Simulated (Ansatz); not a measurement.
**C₂H₈O₂SSn: one species, many methods**

How much do the methods differ for C₂H₈O₂SSn? The plan is to run it at one geometry with functionals of several rungs and with coupled cluster. The yardstick is the atomisation energy at the CCSD(T) limit.

Program: Ansatz 0.2.0, Gaussian basis. Level of theory: functionals in def2-TZVPP, the program's frozen cores in correlated methods. These are calculated values, not measurements.

Levels to be run: PBE-D4, r2SCAN-D4, PBE0-D4, B3LYP-D4, ωB97X-V, ωB97M-V, B2PLYP; CCSD(T)/def2-TZVPP; MP2/def2-QZVPP; extrapolation to the limit.

**1. The relaxed structure**

All runs share one geometry, relaxed beforehand with PBE0-D4 in a triple-zeta def2 set. Sn takes the def2 core potential; no spin-orbit term is included.

SMILES `C[O][SnH]([SH])[O]C`, 14 atoms, charge 0, spin multiplicity 1.

Atoms are counted from 1 here; the program's logs count them from 0.

Bond lengths: C1–O2 1.409 Å, C1–H7 1.098 Å, C1–H8 1.097 Å, C1–H9 1.094 Å, O2–Sn3 1.959 Å, Sn3–S4 2.379 Å, Sn3–O5 1.956 Å, Sn3–H10 1.698 Å, S4–H11 1.346 Å, O5–C6 1.409 Å, C6–H12 1.097 Å, C6–H13 1.093 Å, C6–H14 1.097 Å. Angles: O2–C1–H7 112.3°, O2–C1–H8 112.5°, O2–C1–H9 108.0°, H7–C1–H8 108.1°, H7–C1–H9 107.8°, H8–C1–H9 108.0°, C1–O2–Sn3 119.8°, O2–Sn3–S4 101.3°, O2–Sn3–O5 106.5°, O2–Sn3–H10 114.5°, S4–Sn3–O5 111.9°, S4–Sn3–H10 117.5°, O5–Sn3–H10 104.9°, Sn3–S4–H11 89.8°, Sn3–O5–C6 120.2°, O5–C6–H12 112.1°, O5–C6–H13 108.0°, O5–C6–H14 112.4° and more.

**2. PBE-D4 (GGA)**

File in.yaml:

```yaml
crystal:
  periodic: [false, false, false]
  atoms:
    - {symbol: C, position_ang: [-1.875988, -0.746885, -0.918310]}
    - {symbol: O, position_ang: [-0.694934, -0.124658, -1.368572]}
    - {symbol: Sn, position_ang: [0.118318, 1.306523, -0.306182]}
    - {symbol: S, position_ang: [2.205294, 1.581334, -1.414407]}
    - {symbol: O, position_ang: [0.341239, 0.598263, 1.503005]}
    - {symbol: C, position_ang: [1.178534, -0.511289, 1.731086]}
    - {symbol: H, position_ang: [-2.736396, -0.064528, -0.930626]}
    - {symbol: H, position_ang: [-1.776880, -1.151968, 0.096646]}
    - {symbol: H, position_ang: [-2.098987, -1.577469, -1.593811]}
    - {symbol: H, position_ang: [-0.856424, 2.684011, -0.117728]}
    - {symbol: H, position_ang: [1.974700, 0.456902, -2.117023]}
    - {symbol: H, position_ang: [0.781224, -1.428755, 1.278498]}
    - {symbol: H, position_ang: [1.246248, -0.667519, 2.811143]}
    - {symbol: H, position_ang: [2.194062, -0.353981, 1.346281]}
basis:
  gaussian: {orbitals: def2-TZVPP}
hamiltonian: {xc: pbe, dispersion: d4}
output: {forces: true, orbitals: {seedname: orbitals}}
```

Started as:

```bash
$ ansatz run in.yaml --threads 2 --pin off --events-out ev --progress --plain --max-ram 32768MiB --backend cuda --devices 0, --max-vram 18GiB
```

Further steps of the session: r2SCAN-D4 (meta-GGA); PBE0-D4 (hybrid); B3LYP-D4 (hybrid); ωB97X-V (range-separated); ωB97M-V (range-separated); B2PLYP (double hybrid); CCSD(T) in def2-TZVPP; MP2 in def2-QZVPP.

Q: Predict the results of all the runs planned. Wanted: atomisation energy, CCSD(T)/CBS; farthest; mean size of error, hybrid; mean size of error, range-separated; gap, smallest and largest; T1 diagnostic; triples share of the correlation energy.

**Answer**, as computed:

```
                               quantity                                 value
        atomisation energy, CCSD(T)/CBS                         4861.7 kJ/mol
 functionals within 48.6 kJ/mol (1.0 %)           r2SCAN-D4, ωB97X-V, ωB97M-V
                               farthest                B2PLYP (-102.7 kJ/mol)
             mean size of error, hybrid                           51.8 kJ/mol
    mean size of error, range-separated                           15.5 kJ/mol
              gap, smallest and largest  4.36 eV (PBE-D4), 11.29 eV (ωB97X-V)
                          T1 diagnostic                                0.0137
triples share of the correlation energy                                 3.7 %
```

In words: PBE-D4 misses by +54.7 kJ/mol. Double hybrids carry the basis error of their MP2 part in triple zeta, and no dispersion term here, so their miss is partly the set-up's. Misses under about 48.6 kJ/mol are within the doubt on the reference itself, which lacks core-valence correlation, spin-orbit coupling and higher excitations, and its outer-core shells are covered unevenly. All levels share the lack of spin-orbit coupling, which lowers the free heavy atoms and so the true binding. Hartree-Fock recovers 69 % of the binding; the rest is correlation. The gap grows from 4.4 to 11.3 eV across the functionals, mostly with the share of exact exchange. Correlated methods include outer-core shells of Sn, which these sets cover unevenly.
